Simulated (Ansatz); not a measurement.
# KNaICl: the cost of one run

Method: DFT LDA, scalar-relativistic, plane waves, PAW, in Ansatz 0.2.0.

1 further run of the same task is left out (it didn't finish).

## (1) The system as given

It takes space group P4/mmm (No. 123, tetragonal). The conventional cell has a = 4.320 Å, b = 4.320 Å, c = 6.499 Å, α = 90.00°, β = 90.00°, γ = 90.00°. Around K (site symmetry 4/mmm) lie 4 Cl at 3.06 Å and 2 I at 3.25 Å. Na (site symmetry 4/mmm) has 4 I at 3.06 Å and 2 Cl at 3.25 Å as nearest neighbours. I (site symmetry 4/mmm) has 4 Na at 3.06 Å and 2 K at 3.25 Å as nearest neighbours. Cl (site symmetry 4/mmm) is surrounded by 4 K at 3.06 Å and 2 Na at 3.25 Å.

As a file:

```xyz
4
Lattice="4.3204 0.0000 0.0000 0.0000 4.3204 0.0000 0.0000 0.0000 6.4994" Properties=species:S:1:pos:R:3 pbc="T T T"
K     2.1602    2.1602    3.2497
Na    0.0000    0.0000    0.0000
I     2.1602    2.1602    0.0000
Cl    0.0000    0.0000    3.2497
```

It goes back to an entry of the Materials Project, which need not be the stable form.

This cell was relaxed beforehand with the same method: volume 30.33 Å³/atom, gap on the mesh 4.00 eV.

## (2) Plan of the line

The energy is mapped over two homogeneous strains (x along [1 0 0], y along [0 1 0], z along [0 0 1] of the conventional cell).

First coordinate, strain +e along x and -e along y: 7 values from −11.0 %. Second coordinate, strain +e along z and -e/2 along x and y: 7 values from −11.0 %.

Nothing else is relaxed (symmetry fixes all fractional coordinates). Energies count from the relaxed crystal. Points are written as (first, second).

## (3) Grid point (−7.3 %, −11.0 %)

File input.yaml:

```yaml
crystal:
  lattice:
    - [4.2413836907, 0.0, 0.0]
    - [0.0, 4.8747613509, 0.0]
    - [0.0, 0.0, 5.7844871266]
  atoms:
    - { symbol: K, position: [0.5, 0.5, 0.5] }
    - { symbol: Na, position: [0.0, 0.0, 0.0] }
    - { symbol: I, position: [0.5, 0.5, 0.0] }
    - { symbol: Cl, position: [0.0, 0.0, 0.5] }
basis:
  ecutwfc: 520.0
kpoints:
  mp_grid: { grid: [6, 6, 4] }
hamiltonian:
  xc: lda
  pseudopotentials: { kind: paw }
scf:
  occupations: { method: gaussian, width: 0.05 }
output:
  forces: true
  stress: true
  eigenvalues: true
```

Launch:

```
ansatz run input.yaml --threads 1 --pin off --max-ram 2048MiB --backend cpu --events-out ev --progress --plain --runs-dir out
```

Q: Estimate wall time and peak memory on 1 thread of Arm Neoverse N1, shared host.

About 22 s, with a peak of 0.46 GiB.
